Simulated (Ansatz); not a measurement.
# InH₃+ (doublet): PBE-QIDH, RPA-PBE over a scan of the scale of all distances, def2-SVP

Aim: run InH₃+ (doublet) with these functionals over a scan of the scale of all distances, and hold them against the top wave-function level at the same points.

Program: Ansatz 0.2.0, Gaussian basis. Level of theory: def2-SVP, all electrons in the functionals, frozen cores in the correlation of double hybrids and RPA. These are calculated values, not measurements.

To be run: PBE-QIDH, RPA-PBE, at 0.893; 1.000; 1.123; 1.291; 1.495; 1.743; 1.979; 2.402.

27 further runs of the same task are left out: 9 for a known fault of the program, 14 that didn't finish, 4 set aside as unsound or not needed.

### 1 The system

The geometry derives from a PBE0/def2-TZVP stationary point (not a proven minimum). All distances are scaled together. No spin-orbit coupling is included. Elements past krypton take def2 core potentials.

4 atoms, charge 1, spin multiplicity 2.

Atoms are counted from 1 here; the program's logs count them from 0.

Bond lengths: In1–H3 1.669 Å, In1–H4 1.668 Å. Angles: H3–In1–H4 174.7°.

No dispersion term is added.

The geometry shown and the zero of energy belong to the point 1.000. The yardstick, FCI, and other wave-function levels (R restricted, U unrestricted, valence and pair active spaces) come from earlier runs.

### 2 PBE-QIDH, 0.893

File in.yaml:

```yaml
crystal:
  periodic: [false, false, false]
  atoms:
    - {symbol: In, position_ang: [0.000000, -0.016779, 0.000494]}
    - {symbol: H, position_ang: [0.000000, 2.083413, -0.061112]}
    - {symbol: H, position_ang: [0.000000, -0.128851, -1.485264]}
    - {symbol: H, position_ang: [0.000000, -0.043164, 1.490127]}
basis:
  gaussian: {orbitals: def2-SVP}
total_charge: 1
magnetization: {spin_polarized: true, initial_magnetization: 1}
hamiltonian: {xc: {name: PBE-QIDH}}
correlation: {electrons: outside_noble_gas}
```

Run with:

```bash
ansatz run in.yaml --threads 1 --pin off --events-out ev --progress --plain --max-ram 2393MiB
```

After this run come: PBE-QIDH, 1.000; PBE-QIDH, 1.123; PBE-QIDH, 1.291; PBE-QIDH, 1.495; PBE-QIDH, 1.743; PBE-QIDH, 1.979; PBE-QIDH, 2.402; RPA-PBE, 0.893; RPA-PBE, 1.000; RPA-PBE, 1.123; RPA-PBE, 1.291; RPA-PBE, 1.495; RPA-PBE, 1.743; RPA-PBE, 1.979; RPA-PBE, 2.402.

Before running them: what should the planned runs give, taken together? Wanted: span of the FCI curve; largest miss, PBE-QIDH; largest miss, RPA-PBE.

The runs gave:

```
              quantity                 value
 span of the FCI curve          284.1 kJ/mol
largest miss, PBE-QIDH  +55.8 kJ/mol (1.291)
 largest miss, RPA-PBE  +22.1 kJ/mol (1.495)
```

Of the functionals, RPA-PBE keep the smallest largest miss at the points compared (at most 22.1 kJ/mol) and PBE-QIDH strays most (55.8 kJ/mol, at 1.291). PBE-QIDH, RPA-PBE clearly break the spin symmetry at some points (⟨S²⟩ up to 1.00 above the pure value), so energy there is bought with a mixed spin. Functionals and the yardstick converge differently with the basis, so part of each miss in def2-SVP is the basis.
